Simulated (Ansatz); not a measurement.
# C₂H₄Se: single points off equilibrium

One table from this session's results is given with a row withheld; the runs are named, their logs left out.

Program: Ansatz 0.2.0, Gaussian basis. Level of theory: single points in def2-TZVPP. These are calculated values, not measurements.

Correlated methods freeze the cores. Filled d shells of the heavier atoms are correlated.

### The starting structure

SMILES `C1C[Se]1`, 7 atoms, charge 0, spin multiplicity 1.

Atoms are counted from 1 here; the program's logs count them from 0.

Bond lengths: C1–C2 1.482 Å, C1–Se3 1.935 Å, C1–H4 1.077 Å, C1–H5 1.063 Å, C2–Se3 1.893 Å, C2–H6 1.177 Å, C2–H7 1.095 Å. Angles: C2–C1–Se3 65.7°, C2–C1–H4 117.4°, C2–C1–H5 120.3°, Se3–C1–H4 115.7°, Se3–C1–H5 116.0°, H4–C1–H5 113.5°, C1–C2–Se3 68.7°, C1–C2–H6 118.4°, C1–C2–H7 119.8°, Se3–C2–H6 116.6°, Se3–C2–H7 114.2°, H6–C2–H7 112.4°, C1–Se3–C2 45.5°.

Geometry (Å):

```xyz
7
charge 0, multiplicity 1
C    -0.6156   -0.0531   -0.4443
C     0.6396    0.1800    0.3089
Se   -0.1581   -1.4660    0.7963
H    -0.5283   -0.3027   -1.4879
H    -1.4914    0.5040   -0.2137
H     0.6518    1.0229    1.1299
H     1.6047    0.0790   -0.1987
```

The first run:

run/in.yaml reads:

```yaml
crystal:
  periodic: [false, false, false]
  atoms:
    - {symbol: C, position_ang: [-0.615600, -0.053100, -0.444300]}
    - {symbol: C, position_ang: [0.639600, 0.180000, 0.308900]}
    - {symbol: Se, position_ang: [-0.158100, -1.466000, 0.796300]}
    - {symbol: H, position_ang: [-0.528300, -0.302700, -1.487900]}
    - {symbol: H, position_ang: [-1.491400, 0.504000, -0.213700]}
    - {symbol: H, position_ang: [0.651800, 1.022900, 1.129900]}
    - {symbol: H, position_ang: [1.604700, 0.079000, -0.198700]}
basis:
  gaussian: {orbitals: def2-TZVPP}
correlation: {method: ccsd_t}
output: {forces: true}
```

No record of the launch command was kept for these runs.

Steps of the session up to this table: CCSD(T)/def2-TZVPP; PBE0-D4/def2-TZVPP; wB97M-V/def2-TZVPP; r2SCAN-D4/def2-TZVPP; PBE-D4/def2-TZVPP; wB97X-V/def2-TZVPP; B97M-V/def2-TZVPP.

One table of the session follows, with a row left open; its other results are not shown here.

```
   method  RMS force component (eV/Å)  angle to CCSD(T) forces (°)  dipole (D)
  CCSD(T)                       1.013                    reference        1.75
  PBE0-D4                           ?                            ?           ?
  wB97M-V                       0.958                          6.8        1.75
r2SCAN-D4                       0.951                          6.4        1.84
   PBE-D4                       0.957                          9.8        1.69
  wB97X-V                       0.939                          9.4        1.81
   B97M-V                       0.929                         10.1        1.71
```

**Question.** Estimate the row for PBE0-D4.

The run gave: RMS force component (eV/Å): 0.930; angle to CCSD(T) forces (°): 9.9; dipole (D): 1.79. In the column «RMS force component (eV/Å)» it lies between B97M-V (0.929) and wB97X-V (0.939).
